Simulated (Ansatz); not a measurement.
## CH5FGeO2, SMILES [CH3][Ge]([OH])([OH])[F]: vertical spin-state energies, step by step

With the Ansatz DFT code, driven from Python.

Run as a notebook:

```python
from dataclasses import dataclass
import warnings

import ansatz as az
```

```python
@dataclass
class RunConfig:
    basis: str = "6-31G*"
    functional: str = "r2scan"
```

```python
cfg = RunConfig()

warnings.simplefilter("ignore", az.DeckWarning)
```

```python
geometry_ang = [
    ("C", [-1.0769, -0.5734, -0.3481]),
    ("Ge", [0.5136, 0.34, 0.2089]),
    ("O", [1.2818, -0.6489, 1.452]),
    ("O", [1.6882, 0.5333, -1.1955]),
    ("F", [0.1432, 1.9202, 0.8491]),
    ("H", [-1.805, -0.6243, 0.5084]),
    ("H", [-0.8607, -1.5272, -0.771]),
    ("H", [-1.5805, 0.1047, -1.1458]),
    ("H", [0.6631, -0.6704, 2.2494]),
    ("H", [1.1161, 1.0949, -1.8043]),
]
geometry = az.Crystal.molecule()
for symbol, xyz in geometry_ang:
    geometry = geometry.atom(symbol, xyz)
```

```python
setup = geometry.calculation()
setup = setup.basis(gaussian=cfg.basis)
setup = setup.functional(cfg.functional)
found = {}
for unpaired in [0, 2]:
    rep = setup.spin("collinear", total=unpaired).run(threads=1).report
    s = unpaired / 2
    found[unpaired] = rep["free_energy_ev"]
    print(f"2S+1 = {unpaired + 1}: E = {found[unpaired]:.5f} eV, <S^2> = {abs(rep['mean_field']['state']['spin_squared']):.3f} (pure state {s * (s + 1):.2f})")
lowest = min(found, key=found.get)
for unpaired, e in found.items():
    print(f"multiplicity {unpaired + 1}: {96.485332 * (e - found[lowest]):.1f} kJ/mol above the lowest")
```

    2S+1 = 1: E = -64437.70200 eV, <S^2> = 0.000 (pure state 0.00)
    2S+1 = 3: E = -64431.44546 eV, <S^2> = 2.007 (pure state 2.00)
    multiplicity 1: 0.0 kJ/mol above the lowest
    multiplicity 3: 603.7 kJ/mol above the lowest

In order: multiplicity 1 (+0.00 eV) and multiplicity 3 (+6.26 eV), all at the one geometry.

Reading the output:
- Total energies depend on the basis set; only differences at equal settings carry meaning.
- The geometry is a force-field or estimated start, not a minimum of this method, and the basis set is short of its limit. All parts are taken at fixed geometry, without zero-point energy.
- Run time: 67 s on 1 thread of Arm Neoverse V2, with other jobs on the host, peak memory 0.36 GiB.
